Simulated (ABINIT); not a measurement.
# TaVN2 (P4/mmm) in ABINIT: single point with PBEsol

Aim: the single point of TaVN2 with PBEsol.

All numbers are computed with ABINIT 10.8.3 (patched build); they aren't measurements. Logs are shortened: lines on timing, memory, paths and dates and some standing lists are left out, and cuts for length are marked. The log counts tension as positive stress, the text compression.

## (1) The structure

It takes space group P4/mmm (No. 123, tetragonal). Conventional cell: a = 3.050 Å, b = 3.050 Å, c = 4.296 Å, α = 90.00°, β = 90.00°, γ = 90.00°. Around Ta (site symmetry 4/mmm) lie 6 N at 2.15 to 2.16 Å. V (site symmetry 4/mmm) has 6 N at 2.15 to 2.16 Å as nearest neighbours. N (site symmetry 4/mmm) has 2 V at 2.15 Å and 4 Ta at 2.16 Å as nearest neighbours. N (site symmetry 4/mmm) has 2 Ta at 2.15 Å and 4 V at 2.16 Å as nearest neighbours.

The cell comes from a database or a generator and needn't be the stable form of this composition.

## (2) Single point, PBEsol, collinear spin, ferromagnetic start

The input, run.abi:

```
# Pseudopotentials
pp_dirpath "./"
pseudos "Ta.GGA_PBE-JTH.xml, V.GGA_PBE-JTH.xml, N.GGA_PBE-JTH.xml"

# Structure
acell 3.049867 3.049867 4.296062 Angstrom
rprim
     1.0000000000     0.0000000000     0.0000000000
     0.0000000000     1.0000000000     0.0000000000
     0.0000000000     0.0000000000     1.0000000000
ntypat 3
znucl 73 23 7
natom 4
typat 1 2 3 3
xred
     0.0000000000     0.0000000000     0.0000000000
     0.5000000000     0.5000000000     0.5000000000
     0.5000000000     0.5000000000     0.0000000000
     0.0000000000     0.0000000000     0.5000000000

# Plane-wave basis
ecut 26.0
pawecutdg 48.0
pawxcdev 0

# k points
kptopt 1
ngkpt 9 9 6
nshiftk 1
shiftk 0.0 0.0 0.0

# Exchange and correlation
ixc -116133

# Bands and occupations
nband 23
occopt 3
tsmear 0.05 eV

# Spin
nsppol 2
spinat
     0.0000000000     0.0000000000     0.0000000000
     0.0000000000     0.0000000000     5.0000000000
     0.0000000000     0.0000000000     0.0000000000
     0.0000000000     0.0000000000     0.0000000000

# SCF cycle
nstep 100
tolvrs 1.0e-9

# Output
iomode 3
prtwf 0
prteig 0
prtebands 0
enunit 1
prtden 1
prtvha 1
prtvclmb 1
prtpot 1
```

Potentials or basis: JTH PAW PBE v2.0.

Command:

```
> abinit run.abi > log 2>&1
```

run.abo:

```text
.Version 10.8.3 of ABINIT
 Symmetries : space group P4/m m m (#123); Bravais tP (primitive tetrag.)
================================================================================
 Values of the parameters that define the memory need of the present run
     intxc =       0    ionmov =       0      iscf =      17    lmnmax =      18
     lnmax =       6     mgfft =      40  mpssoang =       3    mqgrid =    3001
     natom =       4  nloc_mem =       2    nspden =       2   nspinor =       1
    nsppol =       2      nsym =      16    n1xccc =       1    ntypat =       3
    occopt =       3   xclevel =       2
       mpw =        1733          nfft =       36000          nkpt =          60
 PAW method is used; the additional fine FFT grid is defined by:
   mgfftf=        54    nfftf =     69984
================================================================================
================================================================================

--------------------------------------------------------------------------------
------------- Echo of variables that govern the present computation ------------
--------------------------------------------------------------------------------
 -outvars: echo values of preprocessed input variables --------
            acell      5.7634133504E+00  5.7634133504E+00  8.1183805999E+00 Bohr
              amu      1.80947900E+02  5.09415000E+01  1.40067400E+01
             ecut      2.60000000E+01 Hartree
           enunit           1
                       outvar_i_n : Printing only first  50 k-points.
              ixc     -116133
                       outvar_i_n : Printing only first  50 k-points.
         kptrlatt        9    0    0      0    9    0      0    0    6
          kptrlen      4.87102836E+01
            natom           4
            nband          23
            ngfft          30      30      40
          ngfftdg          36      36      54
             nkpt          60
           nspden           2
           nsppol           2
            nstep         100
             nsym          16
           ntypat           3
                       prtocc : prtvol=0, do not print more k-points.
                       1.000000  1.000000  1.000000  1.000000  1.000000  1.000000
                       1.000000  1.000000  1.000000  1.000000  1.000000  1.000000
                       1.000000  1.000000  1.000000  1.000000  1.000000  1.000000
                       0.000000  0.000000  0.000000  0.000000  0.000000
                       1.000000  1.000000  1.000000  1.000000  1.000000  1.000000
                       1.000000  1.000000  1.000000  1.000000  1.000000  1.000000
                       1.000000  1.000000  1.000000  1.000000  1.000000  1.000000
                       0.000000  0.000000  0.000000  0.000000  0.000000
                       1.000000  1.000000  1.000000  1.000000  1.000000  1.000000
                       1.000000  1.000000  1.000000  1.000000  1.000000  1.000000
                       1.000000  1.000000  1.000000  1.000000  1.000000  1.000000
                       0.000000  0.000000  0.000000  0.000000  0.000000
                       1.000000  1.000000  1.000000  1.000000  1.000000  1.000000
                       1.000000  1.000000  1.000000  1.000000  1.000000  1.000000
                       1.000000  1.000000  1.000000  1.000000  1.000000  1.000000
                       0.000000  0.000000  0.000000  0.000000  0.000000
                       1.000000  1.000000  1.000000  1.000000  1.000000  1.000000
[... 168 lines left out ...]
                       1.000000  1.000000  1.000000  1.000000  1.000000  1.000000
                       1.000000  1.000000  1.000000  1.000000  1.000000  1.000000
                       0.000000  0.000000  0.000000  0.000000  0.000000
                       1.000000  1.000000  1.000000  1.000000  1.000000  1.000000
                       1.000000  1.000000  1.000000  1.000000  1.000000  1.000000
                       1.000000  1.000000  1.000000  1.000000  1.000000  1.000000
                       0.000000  0.000000  0.000000  0.000000  0.000000
                       1.000000  1.000000  1.000000  1.000000  1.000000  1.000000
                       1.000000  1.000000  1.000000  1.000000  1.000000  1.000000
                       1.000000  1.000000  1.000000  1.000000  1.000000  1.000000
                       0.000000  0.000000  0.000000  0.000000  0.000000
                       1.000000  1.000000  1.000000  1.000000  1.000000  1.000000
                       1.000000  1.000000  1.000000  1.000000  1.000000  1.000000
                       1.000000  1.000000  1.000000  1.000000  1.000000  1.000000
                       0.000000  0.000000  0.000000  0.000000  0.000000
                       prtocc : prtvol=0, do not print more k-points.
           occopt           3
        pawecutdg      4.80000000E+01 Hartree
         pawxcdev           0
        prtebands           0
           prteig           0
           prtpot           1
         prtvclmb           1
           prtvha           1
            prtwf           0
          spgroup         123
           spinat      0.0000000000E+00  0.0000000000E+00  0.0000000000E+00
                       0.0000000000E+00  0.0000000000E+00  5.0000000000E+00
                       0.0000000000E+00  0.0000000000E+00  0.0000000000E+00
                       0.0000000000E+00  0.0000000000E+00  0.0000000000E+00
           tolvrs      1.00000000E-09
           tsmear      1.83746611E-03 Hartree
            typat      1  2  3  3
           useylm           1
                       outvars : Printing only first  50 k-points.
           xangst      0.0000000000E+00  0.0000000000E+00  0.0000000000E+00
                       1.5249335000E+00  1.5249335000E+00  2.1480310000E+00
                       1.5249335000E+00  1.5249335000E+00  0.0000000000E+00
[... 133 lines left out ...]
xred      :
- [  0.0000E+00,   0.0000E+00,   0.0000E+00, Ta]
- [  5.0000E-01,   5.0000E-01,   5.0000E-01,  V]
- [  5.0000E-01,   5.0000E-01,   0.0000E+00,  N]
- [  0.0000E+00,   0.0000E+00,   5.0000E-01,  N]
cartesian_forces: # hartree/bohr
- [ -0.00000000E+00,  -0.00000000E+00,  -0.00000000E+00, ]
- [ -0.00000000E+00,  -0.00000000E+00,  -0.00000000E+00, ]
- [ -0.00000000E+00,  -0.00000000E+00,  -0.00000000E+00, ]
- [ -0.00000000E+00,  -0.00000000E+00,  -0.00000000E+00, ]
force_length_stats: {min:   0.00000000E+00, max:   0.00000000E+00, mean:   0.00000000E+00, }
...

 Integrated electronic and magnetization densities in atomic spheres:
 ------------------------------------------------------------------------------------------------------------
 Radius=ratsph(iatom), smearing ratsm=  0.0000. Diff(up-dn)=approximate z local magnetic moment.
    Atom    Radius    up_density   dn_density  Total(up+dn)  Diff(up-dn)
    1 Ta   2.41973     5.359305     5.396210     10.755516    -0.036905
    2  V   2.21063     6.028737     5.212634     11.241371     0.816103
    3  N   1.20497     1.288508     1.279751      2.568260     0.008757
    4  N   1.20497     1.275293     1.264975      2.540269     0.010318
 ------------------------------------------------------------------------------------------------------------
  Sum:                13.951844    13.153571     27.105415     0.798272
 Total magnetization (from the atomic spheres):                0.798272
 Total magnetization (exact up - dn):                          0.887977

================================================================================

 ----iterations are completed or convergence reached----

 Mean square residual over all n,k,spin=   41.018E-08; max=  21.263E-05
 reduced coordinates (array xred) for    4 atoms
       0.000000000000      0.000000000000      0.000000000000
       0.500000000000      0.500000000000      0.500000000000
       0.500000000000      0.500000000000      0.000000000000
       0.000000000000      0.000000000000      0.500000000000
 rms dE/dt=  0.0000E+00; max dE/dt=  0.0000E+00; dE/dt below (all hartree)
    1       0.000000000000      0.000000000000      0.000000000000
    2       0.000000000000      0.000000000000      0.000000000000
    3       0.000000000000      0.000000000000      0.000000000000
    4       0.000000000000      0.000000000000      0.000000000000

 cartesian coordinates (angstrom) at end:
    1      0.00000000000000     0.00000000000000     0.00000000000000
    2      1.52493350000000     1.52493350000000     2.14803100000000
    3      1.52493350000000     1.52493350000000     0.00000000000000
    4      0.00000000000000     0.00000000000000     2.14803100000000

 cartesian forces (hartree/bohr) at end:
    1     -0.00000000000000    -0.00000000000000    -0.00000000000000
    2     -0.00000000000000    -0.00000000000000    -0.00000000000000
    3     -0.00000000000000    -0.00000000000000    -0.00000000000000
    4     -0.00000000000000    -0.00000000000000    -0.00000000000000
 frms,max,avg= 0.0000000E+00 0.0000000E+00   0.000E+00  0.000E+00  0.000E+00 h/b

 cartesian forces (eV/Angstrom) at end:
    1     -0.00000000000000    -0.00000000000000    -0.00000000000000
    2     -0.00000000000000    -0.00000000000000    -0.00000000000000
    3     -0.00000000000000    -0.00000000000000    -0.00000000000000
    4     -0.00000000000000    -0.00000000000000    -0.00000000000000
 frms,max,avg= 0.0000000E+00 0.0000000E+00   0.000E+00  0.000E+00  0.000E+00 e/A
 length scales=  5.763413350444  5.763413350444  8.118380599920 bohr
              =  3.049867000000  3.049867000000  4.296062000000 angstroms
 Fermi (or HOMO) energy (eV) =   8.69808   Average Vxc (eV)= -13.24900
 Eigenvalues (   eV  ) for nkpt=  60  k points, SPIN UP:
 kpt#   1, nband= 23, wtk=  0.00206, kpt=  0.0000  0.0000  0.0000 (reduced coord)
 -60.69758  -56.54038  -30.54261  -30.46143  -30.46143  -27.24660  -27.05245  -27.05245
  -9.50906   -7.85965    2.21236    3.98461    4.59339    4.59339    5.82658    5.82658
   5.82755    6.89539    6.89539    6.98068    8.22084    8.38376   10.32775
 prteigrs : prtvol=0 or 1, do not print more k-points.

 Eigenvalues (   eV  ) for nkpt=  60  k points, SPIN DOWN:
 kpt#   1, nband= 23, wtk=  0.00206, kpt=  0.0000  0.0000  0.0000 (reduced coord)
 -60.71822  -55.69158  -29.68257  -29.68257  -29.60111  -27.27856  -27.07255  -27.07255
  -9.46264   -7.81171    2.29387    4.09694    4.64162    4.64162    5.84948    5.84948
   5.88360    7.41516    7.41516    7.46300    8.67770    8.77160   10.41285
 prteigrs : prtvol=0 or 1, do not print more k-points.

--- !EnergyTerms
iteration_state     : {dtset: 1, }
comment             : Components of total free energy in Hartree
kinetic             :  2.77107755505608E+01
hartree             :  2.30206505412684E+01
xc                  : -1.73094928205578E+01
Ewald energy        : -1.26675160452716E+02
psp_core            :  1.40620398918983E+01
local_psp           : -6.07222373393562E+01
PAW spherical_terms : -1.12718723922880E+01
internal            : -1.51185297021191E+02
'-kT*entropy'       : -8.23057424787138E-04
total_energy        : -1.51186120078616E+02
total_energy_eV     : -4.11398390849047E+03
...

--- !EnergyTermsDC
iteration_state     : {dtset: 1, }
comment             : '"Double-counting" decomposition of free energy'
band_energy         : -2.01691632260020E+01
Ewald energy        : -1.26675160452716E+02
psp_core            :  1.40620398918983E+01
xc_dc               : -2.50586821539457E+01
PAW spherical_terms :  6.65567190790551E+00
internal            : -1.51185294032860E+02
'-kT*entropy'       : -8.23057424787138E-04
total_energy_dc     : -1.51186117090285E+02
total_energy_dc_eV  : -4.11398382717385E+03
...

--- !EnergyTermsWithPAWCore
iteration_state     : {dtset: 1, }
comment             : 'Components of total free energy, including PAW core contributions'
Total energy        : -1.66579273509250E+04
Total energy DC     : -1.66579273479367E+04
Total energy (eV)   : -4.53285295203512E+05
Total energy DC (eV): -4.53285295122195E+05
...

 Cartesian components of stress tensor (hartree/bohr^3)
  sigma(1 1)=  3.39239324E-04  sigma(3 2)=  0.00000000E+00
  sigma(2 2)=  3.39239324E-04  sigma(3 1)=  0.00000000E+00
  sigma(3 3)=  3.69887030E-04  sigma(2 1)=  0.00000000E+00

-Cartesian components of stress tensor (GPa)         [Pressure= -1.0281E+01 GPa]
- sigma(1 1)=  9.98076549E+00  sigma(3 2)=  0.00000000E+00
- sigma(2 2)=  9.98076549E+00  sigma(3 1)=  0.00000000E+00
- sigma(3 3)=  1.08824521E+01  sigma(2 1)=  0.00000000E+00

== END DATASET(S) ==============================================================
================================================================================

 -outvars: echo values of variables after computation  --------
            acell      5.7634133504E+00  5.7634133504E+00  8.1183805999E+00 Bohr
           etotal     -1.5118611709E+02
            fcart     -0.0000000000E+00 -0.0000000000E+00 -0.0000000000E+00
                      -0.0000000000E+00 -0.0000000000E+00 -0.0000000000E+00
                      -0.0000000000E+00 -0.0000000000E+00 -0.0000000000E+00
                      -0.0000000000E+00 -0.0000000000E+00 -0.0000000000E+00
           strten      3.3923932366E-04  3.3923932366E-04  3.6988702998E-04
                       0.0000000000E+00  0.0000000000E+00  0.0000000000E+00
           xangst      0.0000000000E+00  0.0000000000E+00  0.0000000000E+00
                       1.5249335000E+00  1.5249335000E+00  2.1480310000E+00
                       1.5249335000E+00  1.5249335000E+00  0.0000000000E+00
                       0.0000000000E+00  0.0000000000E+00  2.1480310000E+00
             xred      0.0000000000E+00  0.0000000000E+00  0.0000000000E+00
                       5.0000000000E-01  5.0000000000E-01  5.0000000000E-01
                       5.0000000000E-01  5.0000000000E-01  0.0000000000E+00
                       0.0000000000E+00  0.0000000000E+00  5.0000000000E-01
 Calculation completed.
```

It took 7.1 min on 1 thread of Arm Neoverse V1, shared host; peak memory 0.28 GiB.

Results:

```
Free energy                                           : -4113.9838 eV
Pressure                                              : -10.3 GPa
Band gap on the k mesh                                : none (metal or under the smearing width)
Net moment                                            : 0.89 μB per cell
Site moments                                          : Ta -0.04; V +0.82; N +0.01 μB
Valence electrons inside the program's atomic spheres : Ta 10.76; V 11.24; N 2.57, 2.54
```

Levels at points of the mesh, in eV from the Fermi level:
Spin up:
```csv
k point,band 14,band 15,band 16,band 17,band 18,band 19,band 20,band 21,band 22,band 23
"(0.00, 0.00, 0.00)",-4.10,-2.87,-2.87,-2.87,-1.80,-1.80,-1.72,-0.48,-0.31,1.63
"(0.00, 0.00, 0.50)",-4.30,-4.13,-4.13,-4.03,-2.77,-0.26,0.23,0.23,1.33,1.83
```
Spin down:
| k point | band 15 | band 16 | band 17 | band 18 | band 19 | band 20 | band 21 | band 22 |
| --- | --- | --- | --- | --- | --- | --- | --- | --- |
| (0.00, 0.00, 0.00) | -2.85 | -2.85 | -2.81 | -1.28 | -1.28 | -1.24 | -0.02 | 0.07 |
| (0.00, 0.00, 0.50) | -4.11 | -4.11 | -4.04 | -2.20 | 0.29 | 1.13 | 1.13 | 1.32 |

Caveat: the PAW data sets were made with another functional, which shifts forces and pressure a little; the moment fell far below its start of 5 μB, so a state of higher moment may lie lower in energy. Spin-orbit coupling is left out, which matters for the levels of Ta.

## (3) The reference run

An earlier run on the cell as given: functional PBEsol; potentials or basis JTH PAW PBE v2.0; cutoff 707 eV; k mesh 9 × 9 × 6; occupations fermi-dirac, width 0.05 eV; collinear spin, ferromagnetic start; starting moments [0.0, 2.0, 0.0, 0.0] μB.

- Pressure: -10.3 GPa
- Band gap on the k mesh: none (metal or under the smearing width)
- Net moment: 0.89 μB per cell
- Site moments: Ta -0.04; V +0.82; N +0.01 μB
- Valence electrons inside the program's atomic spheres: Ta 10.76; V 11.24; N 2.57, 2.54
